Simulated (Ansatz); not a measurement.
# Tl3Zn: the cost of one run

Program: the Python package of Ansatz 0.2.0. Level of theory: DFT LDA, plane waves, norm-conserving potentials. These are calculated values, not measurements.

### Step 1. Starting point

Symmetry: Fm-3m, No. 225, cubic system. The conventional cell has a = 7.662 Å, b = 7.662 Å, c = 7.662 Å, α = 90.00°, β = 90.00°, γ = 90.00°. Zn (site symmetry m-3m) has 8 Tl at 3.32 Å in its first shell of neighbours. Tl (site symmetry m-3m) has 8 Tl at 3.32 Å in its first shell of neighbours. Tl (site symmetry -43m) has 4 Zn at 3.32 Å and 4 Tl at 3.32 Å in its first shell of neighbours.

Input file tl3zn.cif:

```cif
data_Tl3Zn
_cell_length_a 5.418030
_cell_length_b 5.418030
_cell_length_c 5.418030
_cell_angle_alpha 60.00000
_cell_angle_beta 60.00000
_cell_angle_gamma 60.00000
_symmetry_space_group_name_H-M 'P 1'
_symmetry_Int_Tables_number 1
loop_
_symmetry_equiv_pos_as_xyz
'x, y, z'
loop_
_atom_site_label
_atom_site_type_symbol
_atom_site_fract_x
_atom_site_fract_y
_atom_site_fract_z
Zn1 Zn    0.000000    0.000000    0.000000
Tl2 Tl    0.500000    0.500000    0.500000
Tl3 Tl    0.250000    0.250000    0.250000
Tl4 Tl    0.750000    0.750000    0.750000
```

### Step 2. Script

compress.py reads:

```python
# -*- coding: utf-8 -*-
'''Volume and enthalpy of Tl3Zn against pressure.'''

import warnings

import ansatz as az
from ase.io import read
import numpy as np

def edges_and_angles(cell):
    cell = np.asarray(cell)
    a, b, c = np.linalg.norm(cell, axis=1)
    cosines = cell[1] @ cell[2] / (b * c), cell[0] @ cell[2] / (a * c), cell[0] @ cell[1] / (a * b)
    return (a, b, c, *np.degrees(np.arccos(cosines)))


def main():
    warnings.simplefilter('ignore', az.DeckWarning)

    atoms = read('tl3zn.cif')
    tl3zn = az.Crystal.from_ase(atoms)

    model = (
        tl3zn.calculation()
        .occupations('cold', width=0.3)
        .functional('lda')
        .mixing('msr1', preconditioner='local_kerker')
        .accuracy('medium')
        .eigensolver('auto')
        .kpoints(4, 4, 4)
        .scf(extra_bands=4, lower_state_search='off')
        .pseudopotentials('nc')
    )

    # H = F + PV, with 1 GPa A^3 = 1/160.21766 eV
    rows = []
    for pressure in [-2, 0, 2, 5, 10]:
        result = model.relax(cell=True, pressure=pressure, density_extrapolation='none').run(threads=1, pin='off')
        cell = result.lattice.cell_ang
        n_atoms = len(result.lattice.sites)
        volume = abs(np.linalg.det(cell)) / n_atoms
        enthalpy = result.report['free_energy_ev'] / n_atoms + pressure * volume / 160.21766
        rows.append((pressure, volume, enthalpy, *edges_and_angles(cell)))
        print(f'{pressure} GPa done: {volume:.4f} A^3/atom')

    print(' P (GPa)  V (A^3/atom)  H (eV/atom)     a       b       c')
    for row in rows:
        print('{:8.1f} {:12.4f} {:14.5f} {:7.4f} {:7.4f} {:7.4f}'.format(*row[:6]))
    p, v = np.array([row[0] for row in rows], float), np.array([row[1] for row in rows])
    print('mean bulk modulus between rows (GPa):', np.round(-np.diff(p) / np.diff(np.log(v)), 1))


if __name__ == '__main__':
    main()
```

### Step 3. Launch

Started as:

```sh
python compress.py
```

Q: Estimate wall time and peak memory on 1 thread of Arm Neoverse V1, shared host.

About 2.6 min, with a peak of 0.58 GiB.
